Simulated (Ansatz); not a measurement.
# MoS2: the cost of one run

Program: Ansatz 0.2.0. Level of theory: DFT LDA, frozen-core PAW, scalar-relativistic unless said. These are calculated values, not measurements.

7 further runs of the same task are left out: 1 that didn't finish, 6 set aside as unsound or not needed.

### 1 The system as given

Symmetry: P6_3/mmc, No. 194, hexagonal system. The conventional cell has a = 3.169 Å, b = 3.169 Å, c = 12.324 Å, α = 90.00°, β = 90.00°, γ = 120.00°. Mo (site symmetry -6m2) has 6 S at 2.41 Å as nearest neighbours. Around S (site symmetry 3m) lie 3 Mo at 2.41 Å.

Coordinates:

```
CELL_PARAMETERS angstrom
3.16900 0.00000 0.00000
-1.58450 2.74443 0.00000
0.00000 0.00000 12.32400
ATOMIC_POSITIONS crystal
Mo 0.33333 0.66667 0.25000
Mo 0.66667 0.33333 0.75000
S 0.33333 0.66667 0.62300
S 0.66667 0.33333 0.12300
S 0.33333 0.66667 0.87700
S 0.66667 0.33333 0.37700
```

Cartesian axes are those of the input's lattice vectors. The structure goes back to a database entry.

### 2 Cell and atoms relaxed, PAW

input.yaml reads:

```yaml
crystal:
  lattice:
    - [3.169, 0.0, 0.0]
    - [-1.5845, 2.7444345046, 0.0]
    - [0.0, 0.0, 12.324]
  atoms:
    - { symbol: Mo, position: [0.333333333333, 0.666666666667, 0.25] }
    - { symbol: Mo, position: [0.666666666667, 0.333333333333, 0.75] }
    - { symbol: S, position: [0.333333333333, 0.666666666667, 0.623] }
    - { symbol: S, position: [0.666666666667, 0.333333333333, 0.123] }
    - { symbol: S, position: [0.333333333333, 0.666666666667, 0.877] }
    - { symbol: S, position: [0.666666666667, 0.333333333333, 0.377] }
kpoints:
  mp_grid: { grid: [10, 10, 4] }
scf:
  occupations: { method: fermi_dirac, width: 0.08 }
hamiltonian:
  xc: lda
  pseudopotentials: { kind: paw }
relax:
  f_tol: 0.002
  max_steps: 80
  cell: {}
output:
  forces: true
  stress: true
```

Launch:

```sh
> ansatz run input.yaml --threads 1 --pin off --max-ram 3072MiB --backend cpu --events-out ev --progress --plain --runs-dir out
```

What time and memory should one allow on 1 thread of Arm Neoverse V2, shared host?

About 30 s, with a peak of 0.4 GiB.
